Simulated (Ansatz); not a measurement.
# PWO4F: molecular dynamics, part 2 of 2

The plan is to see whether any ions leave their sites. Runs: 90 steps of 1 fs under a Nosé-Hoover thermostat at 900 K; 190 steps of 1 fs under a Langevin thermostat at 1170 K. Host space group P-1.

Ansatz 0.2.0; DFT PBEsol, plane waves, PAW, scalar-relativistic, no spin polarisation. The steps go on from the part before.

### 6 Run 2

190 steps of 1 fs under a Langevin thermostat at 1170 K, starting from the last frame of an earlier run, with new velocities.

input.yaml reads:

```yaml
accuracy: low
crystal:
  lattice:
    - [-2.987965, 2.965662, 6.897828]
    - [2.860657, -2.399115, 6.897828]
    - [4.914552, 5.364777, 0.0]
  atoms:
    - { symbol: P, position: [0.98508301, 0.26354299, 0.62915135] }
    - { symbol: P, position: [0.53705394, 0.20785262, 0.87640597] }
    - { symbol: W, position: [-0.01169155, -0.0042452, 0.00940829] }
    - { symbol: W, position: [0.24187561, 0.25773673, 0.22681197] }
    - { symbol: O, position: [0.70421995, 0.17972986, -0.01611195] }
    - { symbol: O, position: [0.49781441, 0.34745843, 0.70389404] }
    - { symbol: O, position: [0.06835066, 0.54054742, 0.28096529] }
    - { symbol: O, position: [0.35219015, 0.29329039, -0.00086881] }
    - { symbol: O, position: [1.05144142, 0.10226162, 0.79106917] }
    - { symbol: O, position: [0.45094951, 0.96710962, 0.18884392] }
    - { symbol: O, position: [0.14315493, 0.20661665, 0.47543652] }
    - { symbol: O, position: [0.79931054, 0.30554188, 0.53219257] }
    - { symbol: F, position: [0.44581046, 0.35776862, 0.33109947] }
    - { symbol: F, position: [0.06490292, 0.18197721, 0.12904968] }
    - { symbol: P, position: [0.45279241, 0.78526308, 0.11741731] }
    - { symbol: P, position: [0.02661075, 0.72498408, 0.38502786] }
    - { symbol: W, position: [0.50403172, 0.51588265, 0.50738163] }
    - { symbol: W, position: [0.76670978, 0.73283277, 0.75674865] }
    - { symbol: O, position: [0.21157698, 0.69638766, 0.46598556] }
    - { symbol: O, position: [-0.05760045, 0.89994259, 0.24929885] }
    - { symbol: O, position: [0.56869117, 0.02264554, 0.76886703] }
    - { symbol: O, position: [0.87417639, 0.77387516, 0.53177084] }
    - { symbol: O, position: [0.50459219, 0.65165375, 0.28366638] }
    - { symbol: O, position: [0.94167986, 0.45674389, 0.73350193] }
    - { symbol: O, position: [0.62122605, 0.68559111, 0.98888941] }
    - { symbol: O, position: [0.27914003, 0.78766264, 1.02859494] }
    - { symbol: F, position: [0.93312191, 0.8098682, 0.88533863] }
    - { symbol: F, position: [0.53550679, 0.72880586, 0.6330243] }
basis:
  ecutwfc: 420.0
kpoints:
  mp_grid: { grid: [1, 1, 1] }
hamiltonian:
  xc: pbesol
scf:
  occupations: { method: fermi_dirac, width: 0.05 }
  lower_state_search: "off"
md:
  timestep: 1
  n_steps: 190
  ensemble: nvt_langevin
  temperature: 1170.0
  initial_velocities: maxwell_boltzmann
  seed: 920165
  friction: 0.005
```

Command:

```
ansatz run input.yaml --threads 1 --pin off --max-ram 3072MiB --backend cpu --events-out ev --progress --plain --runs-dir out
```

Standard output, cut to the lines that bear on the results:

```text
Warning: md: disabling space-group detection — thermal motion breaks the input geometry's symmetry, so no spatial operation reduces the k-mesh or symmetrises the density; time reversal is kept, so that k and −k are solved as one point where they differ and the mesh holds both, and exact [...]
Warning: RAYON_NUM_THREADS=1 ignored (pool sized by the plan → 1); use --threads N
[...]
Pseudopotentials: kind: paw
Pseudopotential: P, paw, valence charge 5, recommended cutoff 420 eV (normal), P.paw.azcp
Pseudopotential: W, paw, valence charge 14, recommended cutoff 420 eV (normal), W.paw.azcp
Pseudopotential: O, paw, valence charge 6, recommended cutoff 420 eV (normal), O.paw.azcp
Pseudopotential: F, paw, valence charge 7, recommended cutoff 420 eV (normal), F.paw.azcp
Functional definition: PBEsol
[...]
Crystal: 28 atoms, lattice volume = 398.295 Å³
Basis set: ecut = 420 eV, 7779 PW (Γ), exchange–correlation on 120×108×100 points (8 copies of the dense FFT grid, shifted against one another)
Bands: 128, of which v1, the nominal top of the filled ones, is band 100 counted from 1 (99 counted from 0)
Symmetry: 1 space group operations
k-points: 1
[...]
SCF iter   1: F=—  HF=-56163.389336 eV  |F-HF|=—  |Δ(HF+E_count)|=         —  Δρ=2.43e-2  dr2=2.61e0  ethr=1.77e-3  ⟨swp⟩=6.0  Hψ=592  notcnv=0  defer=11
[...]
md step     0: t =     0.00 fs  T =  1128.2 K  F+E_penalty+E_count = -56163.06504740 eV  E_kin = 4.083323 eV  (16 SCF iters)
[...]
md step     9: t =     9.00 fs  T =   908.4 K  F+E_penalty+E_count = -56162.01913768 eV  E_kin = 3.287712 eV  (8 SCF iters)
[...]
md step    18: t =    18.00 fs  T =   640.6 K  F+E_penalty+E_count = -56160.94907396 eV  E_kin = 2.318533 eV  (9 SCF iters)
[...]
md step    27: t =    27.00 fs  T =   720.6 K  F+E_penalty+E_count = -56161.13024614 eV  E_kin = 2.607990 eV  (9 SCF iters)
[...]
md step    35: t =    35.00 fs  T =  1054.9 K  F+E_penalty+E_count = -56161.81772018 eV  E_kin = 3.817946 eV  (10 SCF iters)
md step    36: t =    36.00 fs  T =  1135.6 K  F+E_penalty+E_count = -56161.99767885 eV  E_kin = 4.110093 eV  (10 SCF iters)
```

### 7 The log goes on: dynamics from the last frame of the run before

Output, continued, cut to the lines that bear on the results:

```text
md step    37: t =    37.00 fs  T =  1195.4 K  F+E_penalty+E_count = -56162.13122431 eV  E_kin = 4.326596 eV  (10 SCF iters)
[...]
md step    61: t =    61.00 fs  T =  1063.6 K  F+E_penalty+E_count = -56160.80924156 eV  E_kin = 3.849637 eV  (10 SCF iters)
[...]
md step    85: t =    85.00 fs  T =  1077.5 K  F+E_penalty+E_count = -56160.69986187 eV  E_kin = 3.899656 eV  (9 SCF iters)
[...]
md step   109: t =   109.00 fs  T =  1390.7 K  F+E_penalty+E_count = -56161.97493295 eV  E_kin = 5.033497 eV  (10 SCF iters)
[...]
md step   133: t =   133.00 fs  T =  1131.4 K  F+E_penalty+E_count = -56161.48073435 eV  E_kin = 4.094916 eV  (12 SCF iters)
md step   134: t =   134.00 fs  T =  1040.8 K  F+E_penalty+E_count = -56161.24448066 eV  E_kin = 3.766858 eV  (12 SCF iters)
[...]
md step   190: t =   190.00 fs  T =  1067.1 K  F+E_penalty+E_count = -56162.07131961 eV  E_kin = 3.862311 eV  (15 SCF iters)
SCF converged after 15 iterations
Free energy (F): -56162.071320 eV
[...]
E sigma→0 (E₀):  -56161.928791 eV
Entropy (-TS):   -0.285057 eV (-10.181 meV/atom)
Fermi energy:    7.015191 eV
[...]
--- Forces (eV/Å), atoms counted from 1 ---
  atom   1  P      0.03618567     3.29302824     1.10092017
  atom   2  P      3.21717224     0.92911156     2.19618167
  atom   3  W      1.68668744     0.90845228     1.02004747
  atom   4  W     -1.69250489     0.41889681    -1.74010371
  atom   5  O     -1.00274390    -0.97369436    -0.38430742
  atom   6  O     -0.75192033     2.57804601     0.00696122
  atom   7  O      0.50217006    -0.32317777     0.45160480
  atom   8  O     -1.29306136    -0.72187791     1.19329394
[...]
--- MD trajectory: 190 steps, t = 0.0 → 190.0 fs ---
  final state: T = 1067.1 K   F+E_penalty+E_count = -56162.07131961 eV   E_kin = 3.862311 eV
```

It took 17 min on 1 thread of Arm Neoverse V1, shared host; peak memory 0.58 GiB.

### 8 What the atoms did

One step in 14; energies are changes from step 0; msd is the mean square displacement from the start, the centre of mass held:

```
time (fs)  T (K)  potential energy change (meV/atom)  msd O (Å²)  msd F (Å²)  msd W (Å²)  msd P (Å²)
      0.0   1128                                 0.0       0.000       0.000       0.000       0.000
     14.0    696                                64.7       0.030       0.031       0.001       0.008
     28.0    733                                70.8       0.062       0.061       0.003       0.014
     42.0   1277                                37.8       0.084       0.057       0.007       0.026
     56.0   1051                                73.7       0.117       0.084       0.013       0.025
     70.0    924                                97.2       0.121       0.179       0.024       0.025
     84.0   1082                                83.5       0.106       0.258       0.034       0.018
     98.0   1267                                55.7       0.087       0.265       0.038       0.016
    112.0   1356                                46.3       0.074       0.221       0.037       0.034
    126.0   1304                                42.5       0.094       0.157       0.036       0.020
    140.0    910                                71.3       0.129       0.084       0.034       0.014
    154.0   1117                                51.0       0.150       0.056       0.029       0.026
    168.0   1092                                57.9       0.169       0.058       0.025       0.036
    182.0   1249                                27.3       0.190       0.080       0.025       0.034
    190.0   1067                                35.5       0.184       0.105       0.026       0.044
```

time (fs), T (K) and a bar:
```
      0.0       1128 ####################
      8.0        962 #############
     17.0        644 
     25.0        715 ###
     33.0        943 #############
     41.0       1260 ##########################
     50.0       1131 #####################
     58.0       1050 #################
     66.0       1046 #################
     74.0        967 ##############
     83.0       1099 ###################
     91.0       1070 ##################
     99.0       1256 ##########################
    107.0       1357 ##############################
    116.0       1183 #######################
    124.0       1266 ##########################
    132.0       1164 ######################
    140.0        910 ###########
    149.0       1036 ################
    157.0       1182 #######################
    165.0       1135 #####################
    173.0       1055 #################
    182.0       1249 #########################
    190.0       1067 ##################
```

Pair distribution over the second half of the run:

```
r (Å)  g O–O  g P–O  g W–O
 0.68   0.00   0.00   0.00
 0.84   0.00   0.00   0.00
 1.00   0.00   0.00   0.00
 1.16   0.00   0.00   0.00
 1.32   0.00   0.09   0.00
 1.48   0.00   9.92   0.00
 1.64   0.00   9.97   0.00
 1.80   0.00   0.27   1.47
 1.96   0.00   0.00   6.92
 2.12   0.01   0.00   3.49
 2.28   0.40   0.00   0.47
 2.44   2.35   0.00   0.01
 2.60   3.31   0.00   0.00
 2.76   1.80   0.00   0.00
 2.92   1.14   0.00   0.00
 3.08   0.53   0.00   0.00
 3.24   0.35   0.16   0.02
```

First peaks of g(r) (not always the tallest), and, where a minimum follows, the mean number of second-named atoms round a first-named one up to the next minimum:

```
pair  peak (Å)  height  minimum (Å)  neighbours
 O–O      2.52     3.3            -           -
 P–O      1.56    14.9         1.88         4.0
 W–O      1.96     6.9         2.52         4.0
```

Maxima of the velocity power spectrum (cm⁻¹, relative height; resolution about 350 cm⁻¹): 260 (100), 920 (35).

### 9 Frames from the trajectory

Positions (Å) and forces (eV/Å):

```xyz
28
Lattice="-2.988 2.966 6.898 2.861 -2.399 6.898 4.915 5.365 0.000" Properties=species:S:1:pos:R:3:forces:R:3 pbc="T T T" time_fs=48.0 T=1189 dE=1.4603
P     0.952    5.559    8.701   -0.767    0.619   -1.749
P     3.386    5.635    5.106    0.513    1.573    2.365
W     0.099    0.082   -0.088   -1.322   -2.268   -0.089
W     1.200    1.228    3.456   -0.300    0.838    1.472
O    -1.962    1.490    5.992    1.217    0.223    0.920
O     3.263    4.342    5.966   -0.067    0.578   -1.086
O     2.801    0.192    4.255   -0.124    1.590    0.514
O    -0.034    0.358    4.719    0.539   -0.488    0.014
O     0.885    6.789    7.729    0.648   -0.018    1.813
O     2.373   -0.276    9.842   -1.353    1.609   -3.033
O     2.526    2.281    2.421    1.360    0.692   -0.001
O     1.361    4.360    7.827   -0.677   -0.404   -0.610
F     1.248    2.532    5.324    0.751   -0.242    0.207
F     0.976    0.417    1.695   -0.182   -0.964   -0.594
P     1.363    0.115    8.489    0.392    1.107    2.863
P     3.934    0.503    5.316   -0.735   -0.269   -0.301
W     2.384    2.960    6.975    0.301    0.283    1.635
W     3.619    4.571   10.265    1.463   -2.250    1.560
O     3.730    1.757    6.292   -0.170   -2.272   -1.262
O     4.007   -0.849    6.145    0.446    0.680   -0.211
O     2.539    5.766    3.909   -2.754   -0.344   -2.315
O     2.286    3.673   11.518    0.416   -0.414   -0.249
O     1.415    1.780    8.223    0.481   -3.240   -0.689
O     2.100    5.580    9.763   -1.415    1.494   -0.365
O     4.748    5.402    8.993    2.074   -0.027   -0.629
O     6.431    4.467    7.341    0.580    0.187    0.378
F     3.904    5.597   12.031   -0.208    0.640   -0.686
F     3.708    2.971    8.584   -1.105    1.088    0.127
28
Lattice="-2.988 2.966 6.898 2.861 -2.399 6.898 4.915 5.365 0.000" Properties=species:S:1:pos:R:3:forces:R:3 pbc="T T T" time_fs=95.0 T=1197 dE=1.7046
P     1.007    5.651    8.612   -1.296   -1.527   -2.393
P     3.387    5.758    5.162   -0.770    1.956    0.291
W     0.031    0.035   -0.007    3.712   -2.877   -1.698
W     1.373    1.197    3.541   -0.652    2.545   -1.321
O    -1.615    1.672    6.056   -1.819   -0.117    0.792
O     3.244    4.373    5.779   -0.242    0.374    0.457
O     2.902    0.362    4.321   -1.864   -0.544   -0.817
O    -0.075    0.558    4.721    1.551   -0.912   -1.929
O     0.791    6.851    7.623    0.709    0.750   -0.374
O     2.621    0.133    9.631    0.580   -1.281    0.746
O     2.695    2.518    2.478   -1.688   -1.091    1.477
O     1.131    4.291    7.732    1.036    0.878    0.292
F     1.397    2.661    5.140    0.163   -0.495    0.152
F     1.444   -0.143    1.766   -1.333    1.483    0.305
P     1.499    0.119    8.608    3.251    2.740   -1.546
P     4.062    0.490    5.315    0.023   -1.039    0.527
W     2.426    2.954    6.963   -2.087    1.802   -1.327
W     3.741    4.516   10.136   -3.289    2.050    2.170
O     3.637    1.798    6.119    2.385   -2.124   -0.340
O     4.125   -0.818    6.197    0.148    1.484   -1.067
O     2.299    5.950    4.002    1.880   -1.395    1.221
O     2.239    3.616   11.211    0.809    0.420    1.040
O     1.538    1.579    7.899    0.048   -2.285    0.568
O     2.208    5.947    9.452    2.354   -1.335    1.446
O     4.963    5.421    8.936   -1.165   -0.673    0.278
O     6.857    4.390    7.574   -2.688    1.569    0.831
F     4.058    5.845   11.833   -0.223   -0.569    0.396
F     3.336    3.285    8.674    0.469    0.216   -0.176
28
Lattice="-2.988 2.966 6.898 2.861 -2.399 6.898 4.915 5.365 0.000" Properties=species:S:1:pos:R:3:forces:R:3 pbc="T T T" time_fs=142.0 T=992 dE=1.6531
P     1.160    5.540    8.453   -2.596   -1.473    0.147
P     3.419    5.847    5.111    1.522   -1.704    0.671
W     0.123   -0.063   -0.012    2.130   -0.579   -1.455
W     1.430    1.317    3.517   -1.257    1.191   -1.320
O    -1.536    1.452    6.333    0.171    0.834   -0.846
O     3.465    4.466    6.108    0.579    0.901   -2.401
O     2.777    0.195    4.364    0.622    0.318    0.059
O    -0.095    0.268    4.221   -2.030    0.880    1.380
O     0.939    6.870    7.766   -0.341    1.713   -1.811
O     2.926    0.213    9.516    2.244   -2.049    1.812
O     2.998    2.340    2.574   -0.505   -0.573   -0.049
O     1.245    4.385    7.409   -0.548   -0.306    0.392
F     1.553    2.233    5.274    0.180    0.924   -0.578
F     1.100    0.382    1.799    0.092   -0.797   -0.980
P     1.763    0.055    8.531   -0.025   -0.027    2.243
P     4.080    0.358    5.220    0.807   -3.054    0.247
W     2.545    3.024    6.795    0.478   -2.297    1.456
W     3.699    4.547   10.198    0.418    0.804    0.435
O     4.171    1.462    6.231   -1.291    1.565    0.479
O     4.255   -1.157    5.843   -1.198    1.788    0.318
O     2.175    5.837    4.201    1.363   -1.418    0.979
O     2.321    3.535   11.170   -0.175    0.187   -0.737
O     2.075    1.284    7.728   -2.086    1.936   -1.825
O     2.429    5.783    9.186    3.348   -0.836    2.453
O     5.465    5.376    9.534   -1.010    0.069   -2.017
O     6.694    4.184    7.565   -1.008    1.725    0.850
F     4.119    5.588   11.926   -0.447    0.107    0.337
F     3.333    3.352    8.653    0.564    0.173   -0.237
28
Lattice="-2.988 2.966 6.898 2.861 -2.399 6.898 4.915 5.365 0.000" Properties=species:S:1:pos:R:3:forces:R:3 pbc="T T T" time_fs=190.0 T=1067 dE=0.9937
P     1.174    5.372    8.391    0.036    3.293    1.101
P     3.603    5.661    5.121    3.217    0.929    2.196
W     0.216   -0.105   -0.175    1.687    0.908    1.020
W     1.410    1.480    3.413   -1.692    0.419   -1.740
O    -1.204    1.597    6.120   -1.003   -0.974   -0.384
O     3.863    4.159    5.706   -0.752    2.578    0.007
O     2.717    0.244    4.170    0.502   -0.323    0.452
O    -0.096    0.512    4.106   -1.293   -0.722    1.193
O     1.154    6.685    7.388   -0.978   -1.572    1.618
O     2.900    0.353    9.542   -1.499   -0.172   -1.329
O     2.840    2.392    2.527    3.433    0.761   -2.860
O     1.426    4.188    7.505   -0.565   -1.036   -1.056
F     1.737    2.602    5.056   -0.460   -0.350    0.044
F     1.210    0.444    1.704   -0.233   -0.533   -0.423
P     1.625    0.224    8.508    1.534   -0.172    1.755
P     3.963    0.358    5.081    1.952    0.915   -1.275
W     2.731    2.882    6.758   -0.359    0.837    1.462
W     3.817    4.526   10.294   -1.879   -1.271   -0.996
O     3.889    1.494    6.125   -0.026    0.567   -0.343
O     4.206   -0.841    5.922   -0.810   -3.175    0.986
O     2.263    5.791    4.522   -2.561   -0.293   -2.074
O     2.276    3.575   11.074   -0.862   -0.156    0.489
O     1.461    1.596    7.762    0.839   -1.392    0.417
O     2.491    5.587    9.184   -0.206   -0.134    1.077
O     5.223    5.399    9.459    2.639    1.069   -1.685
O     6.732    4.323    7.649   -0.061    0.197   -0.430
F     3.931    5.642   11.884    0.406    0.223    0.945
F     3.967    3.316    8.549   -1.008   -0.419   -0.166
```

On run 2: Against a set 1170 K the second half averages 1162 K with a spread of 120 K (in equilibrium 28 atoms would scatter by about 181 K, over a far longer run). The farthest move is 0.75 Å against a mean nearest distance of 1.6 Å: a large displacement, and the run is too short to tell whether atoms leave their places.

### 10 Results

What follows sums up all 2 parts.

| quantity | value |
| --- | --- |
| run 1: length | 90 steps of 1 fs |
| run 1: temperature, first and last step | 900 and 850 K |
| run 1: temperature, second half | mean 680 K, from 437 to 876 K |
| run 1: potential energy, second half | +61 meV/atom from this run's first step |
| run 1: largest change of the conserved energy | 0.22 meV/atom |
| run 1: mean square displacement, second half | F 0.166, O 0.097, P 0.021, W 0.019 Å² |
| run 2: length | 190 steps of 1 fs |
| run 2: temperature, first and last step | 1128 and 1067 K |
| run 2: temperature, second half | mean 1162 K, from 850 to 1391 K |
| run 2: potential energy, second half | +51 meV/atom from this run's first step |
| run 2: mean square displacement, second half | O 0.130, F 0.127, W 0.032, P 0.027 Å² |

**Reading.** Mean temperatures of the second halves: 680 K, 1162 K. In the last run: the farthest move is 0.75 Å against a mean nearest distance of 1.6 Å: a large displacement, and the run is too short to tell whether atoms leave their places. A run of 190 fs with 28 atoms shows the motion but fixes no equilibrium value. The settings are cheap ones for dynamics (low accuracy level or one k-point).
